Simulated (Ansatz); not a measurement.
Geometry optimisation, DFT PBE, scalar-relativistic, plane waves, PAW (Ansatz).

Input file:

```yaml
accuracy: low
crystal:
  lattice:
    - [7.3, 0.0, 0.0]
    - [5.475, 9.482978, 0.0]
    - [0.0, 0.0, 18.73415]
  atoms:
    - { symbol: "Y", position: [0.0, 0.0, 0.0533785] }
    - { symbol: "Y", position: [0.5, 0.0, 0.0533785] }
    - { symbol: "Y", position: [0.0, 0.3333333, 0.0533785] }
    - { symbol: "Y", position: [0.5, 0.3333333, 0.0533785] }
    - { symbol: "Y", position: [0.0, 0.6666667, 0.0533785] }
    - { symbol: "Y", position: [0.5, 0.6666667, 0.0533785] }
    - { symbol: "Y", position: [-0.1666667, 0.2222222, 0.2064185] }
    - { symbol: "Y", position: [0.3333333, 0.2222222, 0.2064185] }
    - { symbol: "Y", position: [-0.1666667, 0.5555556, 0.2064185] }
    - { symbol: "Y", position: [0.3333333, 0.5555556, 0.2064185] }
    - { symbol: "Y", position: [-0.1666667, 0.8888889, 0.2064185] }
    - { symbol: "Y", position: [0.3333333, 0.8888889, 0.2064185] }
    - { symbol: "Y", position: [0.0, 0.0, 0.3594585] }
    - { symbol: "Y", position: [0.5, 0.0, 0.3594585] }
    - { symbol: "Y", position: [0.0, 0.3333333, 0.3594585] }
    - { symbol: "Y", position: [0.5, 0.3333333, 0.3594585] }
    - { symbol: "Y", position: [0.0, 0.6666667, 0.3594585] }
    - { symbol: "Y", position: [0.5, 0.6666667, 0.3594585] }
    - { symbol: C, position: [0.3230254, 0.236051, 0.4566073] }
    - { symbol: H, position: [0.4103155, 0.1363349, 0.4859655] }
    - { symbol: O, position: [0.2541122, 0.3147742, 0.5073169] }
basis:
  ecutwfc: 420.0
kpoints:
  mp_grid: { grid: [2, 1, 1] }
hamiltonian:
  xc: pbe
scf:
  occupations: { method: fermi_dirac, width: 0.05 }
  lower_state_search: "off"
relax:
  f_tol: 0.08
  max_steps: 25
  adjacent_minimum: "off"
  constraints: [{ sites: [0, 1, 2, 3, 4, 5] }]
output:
  write_density: true
  write_potential: true
  elf: true
  volumetric_format: npy
```

Run as:

```bash
$ ansatz run input.yaml --threads 2 --pin off --max-ram 5120MiB --backend cpu --events-out ev --progress --plain --runs-dir out
```

Q: Where does it end, and by what steps?

A: The forces met the threshold. Limits of this set-up: coarse k mesh, thin slab, slab without dipole correction, odd electron count without spin, low accuracy level. After 17 steps the energy has fallen by 2.965 eV; O21 moved furthest, 1.95 Å. Joined: Y16–O21 (3.36 → 2.31 Å), Y17–O21 (4.34 → 2.28 Å).

```json
{"step": "0", "energy less start (eV)": "0.0000", "largest force component (eV/Å)": "4.005", "accepted": "yes"}
{"step": "1", "energy less start (eV)": "-0.9890", "largest force component (eV/Å)": "1.142", "accepted": "yes"}
{"step": "2", "energy less start (eV)": "-1.4771", "largest force component (eV/Å)": "1.671", "accepted": "yes"}
{"step": "3", "energy less start (eV)": "-1.8764", "largest force component (eV/Å)": "1.569", "accepted": "yes"}
{"step": "4", "energy less start (eV)": "-2.2425", "largest force component (eV/Å)": "1.075", "accepted": "yes"}
{"step": "5", "energy less start (eV)": "-2.4812", "largest force component (eV/Å)": "0.452", "accepted": "yes"}
{"step": "6", "energy less start (eV)": "-2.6197", "largest force component (eV/Å)": "0.303", "accepted": "yes"}
{"step": "7", "energy less start (eV)": "-2.6838", "largest force component (eV/Å)": "0.240", "accepted": "yes"}
{"step": "8", "energy less start (eV)": "-2.7101", "largest force component (eV/Å)": "0.147", "accepted": "yes"}
{"step": "9", "energy less start (eV)": "-2.7242", "largest force component (eV/Å)": "0.088", "accepted": "yes"}
{"step": "10", "energy less start (eV)": "-2.7510", "largest force component (eV/Å)": "0.237", "accepted": "yes"}
{"step": "11", "energy less start (eV)": "-2.8341", "largest force component (eV/Å)": "0.355", "accepted": "yes"}
{"step": "12", "energy less start (eV)": "-2.9211", "largest force component (eV/Å)": "0.209", "accepted": "yes"}
{"step": "13", "energy less start (eV)": "-2.9154", "largest force component (eV/Å)": "0.684", "accepted": "no"}
{"step": "14", "energy less start (eV)": "-2.9538", "largest force component (eV/Å)": "0.153", "accepted": "yes"}
{"step": "15", "energy less start (eV)": "-2.9632", "largest force component (eV/Å)": "0.094", "accepted": "yes"}
{"step": "16", "energy less start (eV)": "-2.9620", "largest force component (eV/Å)": "0.101", "accepted": "no"}
{"step": "17", "energy less start (eV)": "-2.9649", "largest force component (eV/Å)": "0.048", "accepted": "yes"}
```

```xyz
21
Lattice="7.3000 0.0000 0.0000 5.4750 9.4830 0.0000 0.0000 0.0000 18.7341" Properties=species:S:1:pos:R:3
Y 0.000 0.000 1.000
Y 3.650 0.000 1.000
Y 1.825 3.161 1.000
Y 5.475 3.161 1.000
Y 3.650 6.322 1.000
Y 7.300 6.322 1.000
Y -0.102 2.096 3.689
Y 3.582 2.119 3.691
Y 1.739 5.269 3.790
Y 5.364 5.301 3.826
Y 3.506 8.431 3.865
Y 7.230 8.501 3.797
Y -0.052 -0.098 6.486
Y 3.608 0.204 6.889
Y 1.780 3.143 6.503
Y 5.461 3.114 6.558
Y 3.620 5.971 6.935
Y 7.313 6.389 6.503
C 3.594 2.391 7.880
H 3.532 2.106 8.956
O 3.616 3.842 7.748
```

Whether the end is a true minimum wasn't checked by a vibrational analysis.

Run time: 110 s on 2 threads of Intel(R) Xeon(R) 6975P-C (Granite Rapids), with other jobs on the host, peak memory 2.1 GiB.
